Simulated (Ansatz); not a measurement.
# GeH₃ (doublet): from Hartree-Fock to the top rungs at distance Ge1–H3 = 2.793 Å, 6-31G

Aim: climb from Hartree-Fock through coupled cluster and multireference methods for GeH₃ (doublet) at one geometry and basis, and see what each rung misses.

Computed with Ansatz 0.2.0, Gaussian basis. Level: 6-31G, core rule «outside noble gas», up to 14 orbitals frozen.

To be run: UHF; CCSD(T) on ROHF; CCSD(T) on UHF; BCCD(T) on ROHF; CISD as a restricted active space (open shells left free, so some higher excitations enter); CCSDT(Q) on ROHF; CCSDT(Q) on UHF; CASSCF and MRCISD+Q, 3 electrons in 3 orbitals; CASSCF and NEVPT2, 3 electrons in 3 orbitals; CASSCF and MRCISD+Q, 7 electrons in 7 orbitals; CASSCF and NEVPT2, 7 electrons in 7 orbitals; Full CI.

20 further runs of the same task are left out: 13 that didn't finish, 7 set aside as unsound or not needed. Runs told in other sessions of the task aren't counted.

## 1. What is computed

The geometry derives from a PBE0/def2-TZVP stationary point (not a proven minimum). One bond is set to the value named and the two fragments are kept rigid. No spin-orbit coupling is included. The filled d shell of Ge may be among the frozen orbitals whatever the setting's name suggests.

4 atoms, charge 0, spin multiplicity 2.

Atoms are counted from 1 here; the program's logs count them from 0.

Bond lengths: Ge1–H2 1.539 Å, Ge1–H4 1.539 Å. Angles: H2–Ge1–H4 111.2°.

As a file:

```xyz
4
GeH3
Ge    0.0082   -0.0137   -0.0238
H     1.4731    0.0032    0.4475
H    -1.3499    2.2749    0.8240
H    -0.7110   -1.2915    0.4438
```

## 2. UHF

The input, in.yaml:

```yaml
crystal:
  periodic: [false, false, false]
  atoms:
    - {symbol: Ge, position_ang: [0.008156, -0.013691, -0.023800]}
    - {symbol: H, position_ang: [1.473128, 0.003201, 0.447503]}
    - {symbol: H, position_ang: [-1.349894, 2.274947, 0.823953]}
    - {symbol: H, position_ang: [-0.711028, -1.291467, 0.443767]}
basis:
  gaussian: {orbitals: 6-31G}
magnetization: {spin_polarized: true, initial_magnetization: 1}
hamiltonian: {xc: hf}
output: {orbitals: {seedname: orbitals}}
```

Launch:

```console
$ ansatz run in.yaml --threads 1 --pin off --events-out ev --progress --plain --max-ram 2393MiB
```

Further steps of the session: CCSD(T) on ROHF; CCSD(T) on UHF; BCCD(T) on ROHF; CISD as a restricted active space (open shells left free, so some higher excitations enter); CCSDT(Q) on ROHF; CCSDT(Q) on UHF; CASSCF and MRCISD+Q, 3 electrons in 3 orbitals; CASSCF and NEVPT2, 3 electrons in 3 orbitals; CASSCF and MRCISD+Q, 7 electrons in 7 orbitals; CASSCF and NEVPT2, 7 electrons in 7 orbitals; Full CI.

Q: Predict the results of all the runs planned. Wanted: FCI from the RHF energy; RMP2 from FCI; UMP2 from FCI; RCCSD from FCI; RCCSD(T) from FCI; UCCSD(T) from FCI; RCCSDT(Q) from FCI; UCCSDT(Q) from FCI; NEVPT2 pair from FCI.

As calculated:

| quantity | value |
| --- | --- |
| FCI from the ROHF energy | -2.2028 eV |
| RMP2 from FCI | +1218.4 meV |
| UMP2 from FCI | +769.4 meV |
| RCCSD from FCI | +112.8 meV |
| RCCSD(T) from FCI | +25.8 meV |
| UCCSD(T) from FCI | +47.5 meV |
| RCCSDT(Q) from FCI | -1.8 meV |
| UCCSDT(Q) from FCI | -0.9 meV |
| NEVPT2 pair from FCI | +467.0 meV |
| MRCISD+Q pair from FCI | +0.2 meV |
| NEVPT2 valence from FCI | +154.5 meV |
| levels within 1 kcal/mol (43 meV) | RCCSD(T), BCCD(T), RCCSDT, UCCSDT, RCCSDT(Q), UCCSDT(Q), MRCISD+Q pair, MRCISD valence, MRCISD+Q valence |
| T1 diagnostic | 0.045 |
| effectively unpaired electrons | 1.42 |

In words: RCCSD(T) lands +25.8 meV from the yardstick (1.2 % of the correlation energy). CCSD(T) misses by +25.8 meV on the restricted determinant and by +47.5 meV on the unrestricted one; the two need not hold the same state or core. The occupations show static correlation (1.42 effectively unpaired electrons where one determinant has 1). Of the multireference levels listed MRCISD+Q pair comes nearest in total energy (+0.2 meV), which doesn't show that its space is the better one. Coupled cluster took another determinant than the lowest Hartree-Fock one. These misses are within one basis, not against nature; the frozen cores of restricted and unrestricted runs differ, which can shift their rows.

Levels on UHF freeze UHF's core orbitals, full CI those of ROHF, so the U rows can settle a little off it for that reason alone.

With open shells the CI space here admits some higher excitations, so it is larger than plain CISD.
